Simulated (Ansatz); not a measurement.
# CH6GeOSe: a ladder of functionals and wavefunction methods

One table from this session's results is given with a row withheld; the runs are named, their logs left out.

Program: Ansatz 0.2.0, Gaussian basis. Level of theory: functionals in def2-TZVPP, the program's frozen cores in correlated methods. These are calculated values, not measurements.

Levels to be run: PBE-D4, r2SCAN-D4, PBE0-D4, B3LYP-D4, ωB97X-V, ωB97M-V, B2PLYP; CCSD(T)/def2-TZVPP; MP2/def2-QZVPP; extrapolation to the limit.

### Structure used throughout

An earlier PBE0-D4 in a triple-zeta def2 set relaxation fixed the geometry.

SMILES `C[Se][GeH2][OH]`, 10 atoms, charge 0, spin multiplicity 1.

Atoms are counted from 1 here; the program's logs count them from 0.

Bond lengths: C1–Se2 1.959 Å, C1–H5 1.088 Å, C1–H6 1.088 Å, C1–H7 1.089 Å, Se2–Ge3 2.339 Å, Ge3–O4 1.783 Å, Ge3–H8 1.539 Å, Ge3–H9 1.534 Å, O4–H10 0.961 Å. Angles: Se2–C1–H5 110.2°, Se2–C1–H6 110.1°, Se2–C1–H7 106.4°, H5–C1–H6 110.7°, H5–C1–H7 109.7°, H6–C1–H7 109.7°, C1–Se2–Ge3 96.2°, Se2–Ge3–O4 110.2°, Se2–Ge3–H8 106.8°, Se2–Ge3–H9 112.1°, O4–Ge3–H8 111.2°, O4–Ge3–H9 103.0°, H8–Ge3–H9 113.6°, Ge3–O4–H10 111.7°.

Set-up of the first run:

in.yaml reads:

```yaml
crystal:
  periodic: [false, false, false]
  atoms:
    - {symbol: C, position_ang: [0.797427, 1.609275, 0.008573]}
    - {symbol: Se, position_ang: [-0.026132, 0.599573, 1.470839]}
    - {symbol: Ge, position_ang: [-1.015509, -1.034654, 0.121825]}
    - {symbol: O, position_ang: [0.237474, -1.947433, -0.758713]}
    - {symbol: H, position_ang: [0.029476, 2.075621, -0.605127]}
    - {symbol: H, position_ang: [1.422544, 0.952889, -0.592438]}
    - {symbol: H, position_ang: [1.412283, 2.378063, 0.473091]}
    - {symbol: H, position_ang: [-1.821492, -1.954302, 1.056204]}
    - {symbol: H, position_ang: [-1.852069, -0.421537, -1.007880]}
    - {symbol: H, position_ang: [0.899196, -2.308594, -0.163373]}
basis:
  gaussian: {orbitals: def2-TZVPP}
hamiltonian: {xc: pbe, dispersion: d4}
output: {forces: true, orbitals: {seedname: orbitals}}
```

Started as:

```
> ansatz run in.yaml --threads 4 --pin off --events-out ev --progress --plain --max-ram 10444MiB
```

Steps of the session up to this table: PBE-D4 (GGA); r2SCAN-D4 (meta-GGA); PBE0-D4 (hybrid); B3LYP-D4 (hybrid); ωB97X-V (range-separated); ωB97M-V (range-separated); B2PLYP (double hybrid); CCSD(T) in def2-TZVPP; MP2 in def2-QZVPP.

One table of the session follows, with a row left open; its other results are not shown here.

```
            method  atomisation energy (kcal/mol)
            PBE-D4                          787.2
         r2SCAN-D4                              ?
           PBE0-D4                          774.0
          B3LYP-D4                          774.8
           ωB97X-V                          781.5
           ωB97M-V                          775.3
            B2PLYP                          768.2
     HF/def2-TZVPP                          551.4
    MP2/def2-TZVPP                          771.7
   CCSD/def2-TZVPP                          752.4
CCSD(T)/def2-TZVPP                          764.5
           MP2/CBS                          790.8
       CCSD(T)/CBS                          783.6
```

Q: Estimate the row for r2SCAN-D4 from the others.

The run gave: atomisation energy (kcal/mol): 781.0. In the column «atomisation energy (kcal/mol)» it lies between ωB97M-V (775.3) and ωB97X-V (781.5).

Caveats from the session: Free atoms (1 C, 1 Se, 1 Ge, 1 O, 6 H) were run apart at each level; the atomisation energy is their sum less the molecule, without zero-point or spin-orbit terms.
